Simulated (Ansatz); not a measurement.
# Be (diamond type): how the settings move a single-point run

How sensitive is a single-point run of Be (diamond type) to its settings? A reference run comes first, then one run with altered input.

Computed with Ansatz 0.2.0 (reference: DFT, PBEsol, all-electron PAW with datasets made for the crystal, scalar-relativistic, unless a step's input says otherwise).

## Step 1: Starting point

It takes space group Fd-3m (No. 227, cubic). The conventional cell has a = 4.293 Å, b = 4.293 Å, c = 4.293 Å, α = 90.00°, β = 90.00°, γ = 90.00°. Around Be (site symmetry -43m) lie 4 Be at 1.86 Å.

Coordinates:

```
CELL_PARAMETERS angstrom
0.00000 2.14633 2.14633
2.14633 0.00000 2.14633
2.14633 2.14633 0.00000
ATOMIC_POSITIONS crystal
Be 0.87500 0.87500 0.87500
Be 0.12500 0.12500 0.12500
```

## Step 2: Baseline

File input.yaml:

```yaml
crystal:
  lattice:
    - [0.0, 2.1463250724, 2.1463250724]
    - [2.1463250724, 0.0, 2.1463250724]
    - [2.1463250724, 2.1463250724, 0.0]
  atoms:
    - { symbol: Be, position: [-0.125, -0.125, -0.125] }
    - { symbol: Be, position: [0.125, 0.125, 0.125] }
kpoints:
  mp_grid: { grid: [12, 12, 12] }
scf:
  occupations: { method: fermi_dirac, width: 0.05 }
hamiltonian:
  xc: pbesol
  pseudopotentials: { kind: all_electron, datasets: crystal }
output:
  forces: true
  stress: true
  eigenvalues: true
  efg: { contact_densities: true }
```

Launch:

```bash
ansatz run input.yaml --threads 1 --pin off --max-ram 2048MiB --backend cpu --events-out ev --progress --plain --runs-dir out
```

## Step 3: Changing settings: xc_grid 4

Edit input.yaml of step 2 so:

```diff
@@ -20 +20,3 @@
   efg: { contact_densities: true }
+basis:
+  xc_grid: 4
```

Before running it: what results should come out? Wanted: for each run, ending; energy change; pressure; gap; force.

As calculated:

| run | ending | energy change | pressure (GPa) | gap (eV) | force (eV/Å) | cycles | time |
| --- | --- | --- | --- | --- | --- | --- | --- |
| reference | converged | 0 | 32.6 | 0.00 | 0.00 | 5 | 2 s |
| 1: xc_grid 4 | converged | 0.0 meV/atom | 32.6 | 0.00 | 0.00 | 5 | 2.1 s |

Residual by cycle in the longest SCF loop of each run; runs are numbered as in the table. The quantity is the density residual dr2, in eV.

```csv
cycle,reference,run 1
1,0.111,0.111
2,0.0187,0.0187
3,4.1e-5,4.1e-5
4,1.5e-6,1.5e-6
5,2.7e-9,2.7e-9
```

What this shows: The changed input (numerical grids) leaves the energy the same to the digits printed. The structure is not at rest: the sound run finds 33 GPa, so these are no properties of the relaxed crystal. 
